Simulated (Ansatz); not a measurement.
A nudged elastic band was laid between two geometries of a periodic cell of 17 atoms, Li16B (host Li, host structure bcc, interstitial B).

Theory: DFT PBE, scalar-relativistic, plane waves, PAW (Ansatz). Settings: cutoff 420 eV, k mesh 3x3x3, fermi-dirac smearing 0.15 eV, no spin polarisation.

```yaml
movable_images: 3
climbing_image: yes
spring: 5.0 eV/Å²
optimiser: quadratic models (default)
start_path: default
force_threshold: 0.05 eV/Å
iteration_limit: 10
end_points: relaxed
```

First end point:

```xyz
17
Lattice="6.9800 0.0000 0.0000 0.0000 6.9800 0.0000 0.0000 0.0000 6.9800" Properties=species:S:1:pos:R:3
Li -0.003 0.310 0.530
Li 3.488 0.189 -0.280
Li -0.003 3.178 0.529
Li -0.002 -0.296 3.392
Li 2.037 1.744 1.847
Li 3.488 3.299 -0.280
Li 3.488 -0.198 3.636
Li 4.938 1.744 1.847
Li -0.002 3.783 3.392
Li 1.939 5.234 1.603
Li 1.432 1.744 4.710
Li 3.488 3.685 3.636
Li 5.036 5.234 1.603
Li 5.544 1.744 4.709
Li 1.553 5.234 5.519
Li 5.423 5.234 5.520
B -0.003 1.743 2.619
```

Last end point:

```xyz
17
Lattice="6.9800 0.0000 0.0000 0.0000 6.9800 0.0000 0.0000 0.0000 6.9800" Properties=species:S:1:pos:R:3
Li 0.001 0.529 0.311
Li 3.491 -0.281 0.189
Li 0.001 3.391 -0.296
Li 0.001 0.528 3.178
Li 2.041 1.847 1.744
Li 3.491 3.636 -0.197
Li 3.491 -0.281 3.300
Li 4.941 1.848 1.744
Li 0.001 3.391 3.784
Li 1.435 4.710 1.744
Li 1.942 1.603 5.234
Li 3.491 3.636 3.686
Li 5.547 4.710 1.744
Li 5.040 1.603 5.234
Li 1.556 5.519 5.234
Li 5.426 5.519 5.234
B 0.001 2.619 1.744
```

Problem. What changes between the two ends?

Solution. The atom that moves furthest is B17, by 1.24 Å; four of its nearest neighbours are Li8 2.18, Li4 2.18, Li5 2.18, Li9 2.18 Å at the first end and Li5 2.18, Li8 2.18, Li3 2.18, Li9 2.18 Å at the last.

Problem. Give the energies along the band, and the barrier.

Solution. It converged. The highest image is number 2 of 0 to 4, 0.126 eV above the ends, which have the same energy within 2 meV. The order of the point at the top wasn't checked. Limits of this set-up: coarse k mesh, odd electron count without spin, a small cell, in which the defect meets its images, a typed lattice constant that wasn't relaxed here.

| image | path coordinate (Å) | energy (eV) | Li5–Li11 (Å) | Li8–Li14 (Å) | Li5–Li10 (Å) |
| --- | --- | --- | --- | --- | --- |
| 0 | 0.00 | 0.000 | 2.93 | 2.93 | 3.50 |
| 1 | 0.73 | 0.062 | 2.94 | 2.94 | 3.18 |
| 2 | 1.45 | 0.126 | 3.01 | 3.01 | 3.01 |
| 3 | 2.18 | 0.062 | 3.18 | 3.18 | 2.94 |
| 4 | 2.90 | 0.000 | 3.50 | 3.50 | 2.93 |

Problem. What is the geometry of the highest image?

Solution. 
```xyz
17
Lattice="6.9800 0.0000 0.0000 0.0000 6.9800 0.0000 0.0000 0.0000 6.9800" Properties=species:S:1:pos:R:3
Li -0.001 0.419 0.419
Li 3.489 -0.009 -0.009
Li -0.001 3.176 0.114
Li -0.001 0.114 3.177
Li 2.052 1.801 1.802
Li 3.489 3.393 -0.316
Li 3.489 -0.316 3.393
Li 4.926 1.801 1.802
Li 0.000 3.810 3.810
Li 1.618 4.780 1.717
Li 1.618 1.717 4.781
Li 3.489 3.682 3.682
Li 5.360 4.780 1.718
Li 5.361 1.717 4.780
Li 1.572 5.463 5.463
Li 5.406 5.463 5.463
B -0.001 2.275 2.275
```

The band took 7 iterations and of the order of 4 core-minutes.

Time of the run: 2.3 min on 2 threads of Intel(R) Xeon(R) Platinum 8488C (Sapphire Rapids) (shared host), peak memory 1.1 GiB.
